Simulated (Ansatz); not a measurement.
**AlCl2HS: how energies converge with the basis set**

An exercise on one series of results from a longer session: the logs are not shown, and one member is left open.

Program: Ansatz 0.2.0, Gaussian basis. Level of theory: one geometry, several basis sets. These are calculated values, not measurements.

The runs, in order: PBE0-D4/def2-SVP; ωB97M-V/def2-SVP; PBE0-D4/def2-QZVPP; ωB97M-V/def2-QZVPP; the functionals' def2-TZVPP values are taken from earlier runs.

**The relaxed structure**

All runs share one geometry, relaxed beforehand with PBE0-D4 in a triple-zeta def2 set.

SMILES `[SH][Al]([Cl])[Cl]`, 5 atoms, charge 0, spin multiplicity 1.

Atoms are counted from 1 here; the program's logs count them from 0.

Bond lengths: S1–Al2 2.158 Å, S1–H5 1.345 Å, Al2–Cl3 2.076 Å, Al2–Cl4 2.080 Å. Angles: Al2–S1–H5 92.1°, S1–Al2–Cl3 119.0°, S1–Al2–Cl4 121.1°, Cl3–Al2–Cl4 120.0°.

The first run:

in.yaml reads:

```yaml
crystal:
  periodic: [false, false, false]
  atoms:
    - {symbol: S, position_ang: [-0.049107, 1.690899, 0.210047]}
    - {symbol: Al, position_ang: [0.281331, -0.440173, 0.142892]}
    - {symbol: Cl, position_ang: [1.832203, -1.252371, 1.258846]}
    - {symbol: Cl, position_ang: [-0.924125, -1.677666, -1.015547]}
    - {symbol: H, position_ang: [-1.090501, 1.605610, -0.637538]}
basis:
  gaussian: {orbitals: def2-SVP}
hamiltonian: {xc: pbe0, dispersion: d4}
output: {orbitals: {seedname: orbitals}}
```

Started as:

```console
$ ansatz run in.yaml --threads 4 --pin off --events-out ev --progress --plain --max-ram 10444MiB
```

Steps of the session up to this table: PBE0-D4 in def2-SVP; ωB97M-V in def2-SVP; PBE0-D4 in def2-QZVPP; ωB97M-V in def2-QZVPP.

One table of the session follows, with a row left open; its other results are not shown here.

It belongs to the step «Density functionals: the series». 

| functional | basis | HOMO (eV) |
| --- | --- | --- |
| PBE0-D4 | def2-SVP | -8.15 |
| PBE0-D4 | def2-TZVPP | -8.26 |
| PBE0-D4 | def2-QZVPP | -8.29 |
| ωB97M-V | def2-SVP | ? |
| ωB97M-V | def2-TZVPP | -10.44 |
| ωB97M-V | def2-QZVPP | -10.48 |

Estimate the missing values for ωB97M-V, def2-SVP.

**Answer.** HOMO (eV): -10.27. In the column «HOMO (eV)» it lies between ωB97M-V, def2-TZVPP (-10.44) and PBE0-D4, def2-QZVPP (-8.29).
